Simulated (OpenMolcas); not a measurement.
# Mn²⁺ among point charges: CASSCF and CASPT2 levels and susceptibility

Aim: the splitting of the states of Mn²⁺ in the field of 4 point charges, its lowest levels with spin-orbit coupling and its magnetic susceptibility.

The numbers are computed with OpenMolcas 26.06 (state-averaged CASSCF and CASPT2, spin-orbit coupling by RASSI with atomic mean-field integrals), except any that are marked as measured or tabulated.

**1. The atom as given**

- Species: Mn²⁺ (manganese, Z = 25, 23 electrons)
- Basis: ANO-RCC-VDZP [5s4p2d1f], 34 functions
- Scalar Hamiltonian: DKH2, point nucleus
- Inactive shells: 1s 2s 2p 3s 3p
- Active space: 5 electrons in 5 orbitals (3d)
- Some configurations of this space: 3d5
- Orbitals: optimised for each spin and parity, averaged over all roots

The outer shells:

3d5
```
3d [↑ ][↑ ][↑ ][↑ ][↑ ]
```

The ion sits among 4 point charges of -0.98 e arranged as a square (D4h), 1.95 Å from the ion.

The work runs as a chain of OpenMolcas steps in one folder; each step below is one input file. Labels, J, g values, rates, χT and fits are worked out afterwards by a script from the matrices that RASSI stores. The input lists half of the charges; inversion (Group=XYZ) makes the rest.

**2. One- and two-electron integrals**

File a.inp:

```
&GATEWAY
Coord
1

Mn 0.0 0.0 0.0
Basis=ANO-RCC-VDZP
Group=XYZ
NoMove
AngMom=0.0 0.0 0.0
AMFI
XField
2 Angstrom 0
1.950000 0.000000 0.000000 -0.980000
0.000000 1.950000 0.000000 -0.980000
&SEWARD
```

Command:

```
$ OMP_NUM_THREADS=1 MOLCAS_MEM=1689 MOLCAS_PROJECT=a pymolcas a.inp > a.log
```

**3. Reference wave functions, sextets of even parity, 1 root**

File a.inp:

```
&RASSCF
FileOrb=start.orb
Symmetry=1
Spin=6
nActEl=5 0 0
Inactive=3 6
Ras2=5 0
CIRoot=1 1 1
SDav=1
CIMx=300
Iter=120 100
PrWF=0.3
OrbListing=Nothing
MaxOrb=0
>>> COPY $Project.JobIph JOB001
```

start.orb holds the contracted functions of the basis, ordered by shell, or the orbitals of the step before.

**4. CASSCF: quartets of even parity, 24 roots**

File a.inp:

```
&RASSCF
FileOrb=start.orb
Symmetry=1
Spin=4
nActEl=5 0 0
Inactive=3 6
Ras2=5 0
CIRoot=24 24 1
SDav=24
CIMx=300
Iter=120 100
PrWF=0.3
OrbListing=Nothing
MaxOrb=0
>>> COPY $Project.JobIph JOB002
```

**5. CASSCF: doublets of even parity, 75 roots**

File a.inp:

```
&RASSCF
FileOrb=start.orb
Symmetry=1
Spin=2
nActEl=5 0 0
Inactive=3 6
Ras2=5 0
CIRoot=75 75 1
SDav=75
CIMx=300
Iter=120 100
PrWF=0.3
OrbListing=Nothing
MaxOrb=0
>>> COPY $Project.JobIph JOB003
```

**6. State interaction with spin-orbit coupling**

File a.inp:

```
&RASSI
NrOfJobIphs=3 1 24 75
1
1 2 3 4 5 6 7 8 9 10 11 12 13 14 15 16 17 18 19 20 21 22 23 24
1 2 3 4 5 6 7 8 9 10 11 12 13 14 15 16 17 18 19 20 21 22 23 24 25 26 27
28 29 30 31 32 33 34 35 36 37 38 39 40 41 42 43 44 45 46 47 48 49 50 51
52 53 54 55 56 57 58 59 60 61 62 63 64 65 66 67 68 69 70 71 72 73 74 75
IphNames
JOB001
JOB002
JOB003
EJob
SpinOrbit
DIPRint=1.0
SOCoupling=1000.0
Subsets=2
Property=9
'ANGMOM' 1 'ANGMOM' 2 'ANGMOM' 3 'MLTPL  1' 1 'MLTPL  1' 2 'MLTPL  1' 3
'AMFI' 1 'AMFI' 2 'AMFI' 3
SOProperty=3
'ANGMOM' 1 'ANGMOM' 2 'ANGMOM' 3
```

**7. CASPT2: IPEA 0.25, imaginary shift 0.1 (closed shells correlated: 3s 3p)**

File a.inp:

```
>>> COPY JOB001 $Project.JobIph
&CASPT2
Multistate=1 1
Frozen=2 3
IPEA=0.25
Imaginary=0.1
MaxIter=60
WThr=0.0 0.3 0.05
PrWF=0.5
NoMix
>>> COPY JOB002 $Project.JobIph
&CASPT2
Multistate=24 1 2 3 4 5 6 7 8 9 10 11 12 13 14 15 16 17 18 19 20 21 22
23 24
NoMult
Frozen=2 3
IPEA=0.25
Imaginary=0.1
MaxIter=60
WThr=0.0 0.3 0.05
PrWF=0.5
NoMix
>>> COPY JOB003 $Project.JobIph
&CASPT2
Multistate=75 1 2 3 4 5 6 7 8 9 10 11 12 13 14 15 16 17 18 19 20 21 22
23 24 25 26 27 28 29 30 31 32 33 34 35 36 37 38 39 40 41 42 43 44 45 46
47 48 49 50 51 52 53 54 55 56 57 58 59 60 61 62 63 64 65 66 67 68 69 70
71 72 73 74 75
NoMult
Frozen=2 3
IPEA=0.25
Imaginary=0.1
MaxIter=60
WThr=0.0 0.3 0.05
PrWF=0.5
NoMix
```

(Steps that only read results are left out.)

Q: Predict the outcome of this session. Wanted: spin-free ground state; lowest level; next level.

The runs gave:

```
                 quantity                                                                        value
                   method  SS-CASPT2, IPEA 0.25, imaginary shift 0.1 (closed shells correlated: 3s 3p)
   spin-free ground state                                              6A1, 1-fold in its orbital part
             lowest level                                            2-fold E1/2, g = 2.00, 6.01, 6.01
               next level                                                                     0.1 cm⁻¹
              χT at 300 K                                                               4.39 cm³ K/mol
effective moment at 300 K                                                                      5.92 μB
```

Cost by method:

| method | time of its own steps | time with the reference |
| --- | --- | --- |
| A. CASSCF | 27 s | 27 s |
| B. SS-CASPT2, IPEA 0.25, imaginary shift 0.1, +3s 3p | 7.6 s | 35 s |

Times are of one thread on a shared host.

**Reading.** The spin-free ground state (6A1) comes to 100 % from free-ion S terms and keeps the highest spin of the shell. χT at 300 K is 4.39, against 4.39 cm³ K/mol for the spin alone, as a half-filled shell (L = 0) has no orbital moment. An active space of the d shell alone favours high spin; real ions in strong fields can be low spin. The field of point charges can differ much from that of real complexes. With metal d orbitals alone active, the gaps between spin states are rough; where two lie within a few thousand cm-1, their order is open. This is an electrostatic model: the charges have no orbitals.
